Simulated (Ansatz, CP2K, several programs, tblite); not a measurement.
Energy against volume for kesterite Ag2HgSiSe4, at fixed shape and fractional coordinates, computed by several methods (PBE and r2SCAN, where shown, with plane waves in Ansatz); the cell shown is that of r2SCAN. With free coordinates or axes held, a curve is too stiff, and on another method's shape its minimum isn't the method's own volume. It is tetragonal, I-4 (No. 82); conventional cell a = 6.034 Å, c = 11.390 Å, 25.92 Å³ an atom. Ag is surrounded by 4 Se at 2.69 Å; Ag is surrounded by 4 Se at 2.63 Å; Hg is surrounded by 4 Se at 2.68 Å; Si is surrounded by 4 Se at 2.29 Å; Se is surrounded by 1 Si at 2.29 Å and 2 Ag at 2.63–2.69 Å and 1 Hg at 2.68 Å. The calculation is spin-unpolarised, and the structure need not be a phase that has been made. Energies count from each curve's lowest point; fits are third-order Birch-Murnaghan.

```cif
data_structure
_symmetry_space_group_name_H-M 'P 1'
_symmetry_Int_Tables_number 1
_cell_length_a 7.1161
_cell_length_b 7.1161
_cell_length_c 7.1161
_cell_angle_alpha 129.832
_cell_angle_beta 129.832
_cell_angle_gamma 73.676
_cell_volume 207.34
loop_
_atom_site_label
_atom_site_type_symbol
_atom_site_fract_x
_atom_site_fract_y
_atom_site_fract_z
_atom_site_occupancy
Ag1 Ag 0.00000 0.00000 0.00000 1
Ag2 Ag 0.75000 0.25000 0.50000 1
Hg1 Hg 0.25000 0.75000 0.50000 1
Si1 Si 0.50000 0.50000 0.00000 1
Se1 Se 0.16161 0.60665 0.99372 1
Se2 Se 0.39335 0.38708 0.55496 1
Se3 Se 0.61292 0.16789 0.00628 1
Se4 Se 0.83211 0.83839 0.44504 1
```

GFN2-xTB (tblite), on the shape of the cell shown, as a cluster of 64 atoms at the zone centre:

| V (Å³/atom) | E (meV/atom) |
| --- | --- |
| 22.807 | 237.84 |
| 24.362 | 123.75 |
| 25.917 | 54.42 |
| 27.472 | 16.06 |
| 29.028 | 0.00 |

The lowest point is an end point, so the minimum isn't bracketed.

**Question.** PBE/DZVP (CP2K), on the shape of the cell shown, gives

| V (Å³/atom) | E (meV/atom) |
| --- | --- |
| 22.807 | 139.99 |
| 24.362 | 48.35 |
| 25.917 | 6.47 |
| 27.472 | 0.00 |
| 29.028 | 18.84 |

What equilibrium volume and bulk modulus follow?

**Answer.** V₀ = 27.02 Å³ an atom and B₀ = 49 GPa.

r2SCAN, on the shape of its own relaxed cell:
```tsv
V (Å³/atom)	E (meV/atom)
24.362	18.93
25.140	4.47
25.917	0.00
26.695	3.94
27.472	14.95
```
V₀ = 25.92 Å³ an atom and B₀ = 58 GPa.

light PBE (260 eV, its own mesh), on the shape of the cell shown:
```csv
V (Å³/atom),E (meV/atom)
23.844,53.90
24.881,8.39
25.917,0.00
26.954,1.53
27.991,7.42
29.028,11.91
```
The points scatter about a smooth fit, as a low cutoff and a light mesh can make them, so no fit is quoted.

PBE/SZV (CP2K), on the shape of the cell shown:
```
V (Å³/atom)  E (meV/atom)
     22.807        394.75
     24.362        214.67
     25.917         99.48
     27.472         32.06
     29.028          0.00
```
The lowest point is an end point, so the minimum isn't bracketed.
